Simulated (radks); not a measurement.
# Valence configurations of Pt²⁺

An exercise on one series of results from a longer session: the logs are not shown, and one member is left open.

Method: scalar-relativistic Kohn-Sham, r2SCAN, spin-polarised, spherical densities, finite nucleus; open shells are filled with parallel spins first. Code: radks (a radial shooting solver on a logarithmic mesh, Libxc functionals) version 1.

### The atom as given

```
element            : platinum (Z = 78)
charge             : +2
electrons          : 76
configuration      : [Xe] 4f14 5d8
nuclear rms radius : 5.427 fm
others tried       : 4f12 5d8 6p2; 4f14 5d7.5 6s0.5; 4f11 5d9 6p2; 4f11 5d8 6p3; 4f13 5d7.5 6s0.5 6p1; 4f12 5d7.5 6s1.5 6p1; 4f12 5d7 6s2 6p1; 4f11 5d7 6s2 6p2; 4f13.5 5d8.5
```

Outer shells as boxes (Hund's rule):

Pt²⁺
```
[Xe] core
4f [↑↓][↑↓][↑↓][↑↓][↑↓][↑↓][↑↓]
5d [↑↓][↑↓][↑↓][↑ ][↑ ]
```

Set-up of the first run:

Input:

```text
Z 78
configuration [Xe] 4f14 5d8
relativity scalar-relativistic
functional r2scan,r2scan
spin polarised
nucleus finite rms 5.427 fm
c 137.035999084
```

Steps of the session up to this table: [Xe] 4f14 5d8.

One of the session's tables, all rows but one given; the rest of the session is left out.

It belongs to the step «[Xe] 4f14 5d8». From the orbitals of this run (lengths in bohr):

```
  level     <r>  outermost maximum (interpolated)  90 % within  nodes
  5s up       ?                                 ?            ?      ?
5s down  0.9535                             0.869         1.36      4
  4f up  0.5165                             0.386        0.834      0
4f down  0.5154                             0.386        0.831      0
  5p up   1.104                             0.979         1.60      3
5p down   1.099                             0.976         1.60      3
  5d up   1.540                              1.24         2.36      2
5d down   1.553                              1.24         2.39      2
```

Q: Estimate the row for 5s up from the others.

**Answer.** <r>: 0.9568; outermost maximum (interpolated): 0.871; 90 % within: 1.37; nodes: 4. In the column «<r>» it lies between 5s down (0.9535) and 5p down (1.099).
